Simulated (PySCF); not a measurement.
# CeHO2 (Ce(O)(OH)+): the cost of one run

Computed with PySCF 2.14.0. Level: PBE0, Ce def2-SVP with ECP28, O def2-SVP, H def2-SVP; scalar-relativistic core potentials, no spin–orbit coupling.

1 further run of the same task is left out (for a known fault of the program).

## (1) The starting structure

4 atoms, charge 1, spin multiplicity 1.

Bond lengths: Ce1–O2 1.782 Å, Ce1–O3 2.119 Å, O3–H4 0.966 Å. Angles: O2–Ce1–O3 131.8°, Ce1–O3–H4 158.8°.

As a file:

| atom | x (Å) | y (Å) | z (Å) |
| --- | --- | --- | --- |
| Ce1 | 0.0000 | 0.0000 | 0.0000 |
| O2 | 1.6261 | 0.0000 | 0.7277 |
| O3 | -1.9338 | 0.0000 | 0.8654 |
| H4 | -2.8934 | 0.0906 | 0.9245 |

Formal oxidation states: Ce +4.

## (2) SCF at the start, singlet

run.py (the lines that set the calculation)

```python
mol = gto.M(atom='''
Ce     0.00000     0.00000     0.00000
O      1.62610     0.00000     0.72770
O     -1.93380     0.00000     0.86540
H     -2.89340     0.09060     0.92450''',
    basis={'Ce': 'def2-SVP', 'O': 'def2-SVP', 'H': 'def2-SVP'},
    ecp={'Ce': 'def2-SVP'},
    charge=1, spin=0)
mf = dft.RKS(mol, xc='PBE0')
mf.grids.atom_grid = (50, 194)  # f atoms: unpruned, at least (60, 302)
mf = mf.density_fit()  # fitting sets: Ce def2-universal-JKFIT, O def2-universal-JKFIT, H def2-universal-JKFIT
mf.conv_tol = 1e-08; mf.max_cycle = 55
mf.kernel(dm0)  # dm0: free metal ions and neutral atoms
```

Started as:

```console
$ OMP_NUM_THREADS=2 python run.py
```

**Question.** How long does this run take on 2 threads of Arm Neoverse V2, shared host, and how much memory does it need?

About 5.8 s, with a peak of 0.46 GiB.
